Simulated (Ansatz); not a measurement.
# Li3Ca2Cu3: the cost of one run

Program: Ansatz 0.2.0. Level of theory: DFT PBEsol, scalar-relativistic, plane waves, PAW. These are calculated values, not measurements.

## 1. Starting point

The cell holds 16 atoms (Ca4Cu6Li6): a = 6.396 Å, b = 6.396 Å, c = 10.234 Å, α = 90.00°, β = 90.00°, γ = 120.00°.

The sites of an ideal hcp lattice, at a guessed lattice constant, take 6 Cu, 4 Ca, 6 Li (sublattices apart by semicolons), with a shake of 0.02 Å. Warren-Cowley parameters of the first shell (negative: unlike neighbours preferred): Ca-Cu +0.00, Ca-Li +0.00, Cu-Li +0.11. In a cell this small the draw can fall short of the order aimed at.

As a file:

```cif
data_structure
_symmetry_space_group_name_H-M 'P 1'
_symmetry_Int_Tables_number 1
_cell_length_a 6.3963
_cell_length_b 6.3963
_cell_length_c 10.2340
_cell_angle_alpha 90.000
_cell_angle_beta 90.000
_cell_angle_gamma 120.000
_cell_volume 362.60
loop_
_atom_site_label
_atom_site_type_symbol
_atom_site_fract_x
_atom_site_fract_y
_atom_site_fract_z
_atom_site_occupancy
Li1 Li 0.33419 0.16676 0.62462 1
Li2 Li 0.83722 0.16496 0.62642 1
Li3 Li 0.33591 0.66662 0.62777 1
Li4 Li 0.16920 0.33777 0.86994 1
Li5 Li 0.66514 0.82792 0.37503 1
Li6 Li 0.17286 0.83547 0.37422 1
Ca1 Ca 0.83168 0.66451 0.12925 1
Ca2 Ca 0.83023 0.66896 0.62551 1
Ca3 Ca 0.66396 0.83467 0.87624 1
Ca4 Ca 0.16308 0.83273 0.87526 1
Cu1 Cu 0.33338 0.16456 0.12553 1
Cu2 Cu 0.83268 0.16582 0.12652 1
Cu3 Cu 0.33501 0.67304 0.12661 1
Cu4 Cu 0.66439 0.32727 0.37145 1
Cu5 Cu 0.66493 0.32796 0.87388 1
Cu6 Cu 0.16444 0.33096 0.37754 1
```

## 2. Relaxing on a coarse mesh

A cheap relaxation: coarse mesh, no symmetry, loose thresholds.

input.yaml reads:

```yaml
crystal:
  lattice:
    - [3.1981272, -5.53931878, 0.0]
    - [3.1981272, 5.53931878, 0.0]
    - [0.0, 0.0, 10.23400704]
  atoms:
    - { symbol: Li, position: [0.3341945929, 0.1667595099, 0.6246212903] }
    - { symbol: Li, position: [0.8372169593, 0.164957988, 0.6264231547] }
    - { symbol: Li, position: [0.3359123561, 0.6666237423, 0.6277741362] }
    - { symbol: Li, position: [0.1691957606, 0.3377667806, 0.8699381696] }
    - { symbol: Li, position: [0.665137925, 0.8279161657, 0.3750349569] }
    - { symbol: Li, position: [0.1728580819, 0.8354697605, 0.3742156116] }
    - { symbol: Ca, position: [0.8316842094, 0.6645060675, 0.1292451415] }
    - { symbol: Ca, position: [0.8302341255, 0.6689644603, 0.625508778] }
    - { symbol: Ca, position: [0.6639637464, 0.834674508, 0.8762390967] }
    - { symbol: Ca, position: [0.1630775319, 0.8327289472, 0.8752599189] }
    - { symbol: Cu, position: [0.3333803838, 0.1645564924, 0.1255276473] }
    - { symbol: Cu, position: [0.8326758605, 0.1658180202, 0.1265241296] }
    - { symbol: Cu, position: [0.3350051134, 0.6730435635, 0.1266060084] }
    - { symbol: Cu, position: [0.6643893426, 0.3272706529, 0.3714515765] }
    - { symbol: Cu, position: [0.6649340351, 0.3279635497, 0.8738839334] }
    - { symbol: Cu, position: [0.1644401136, 0.3309642111, 0.3775381206] }
  symmetry: { detect: false }
basis:
  ecutwfc: 420
kpoints:
  mp_grid: { grid: [3, 3, 2], shift: [0.0, 0.0, 0.5] }
hamiltonian:
  xc: pbesol
scf:
  occupations: { method: gaussian, width: 0.1 }
  lower_state_search: "off"
output:
  forces: true
  stress: true
  eigenvalues: true
relax:
  adjacent_minimum: "off"
  f_tol: 0.04
  max_steps: 50
  cell: { stress_tol: 0.3 }
```

Launch:

```console
$ ansatz run input.yaml --threads 4 --pin off --max-ram 9216MiB --backend cpu --events-out ev --progress --plain --runs-dir out
```

Q: Estimate wall time and peak memory on 4 threads of Arm Neoverse V1, shared host.

About 7.3 min, with a peak of 1.1 GiB.
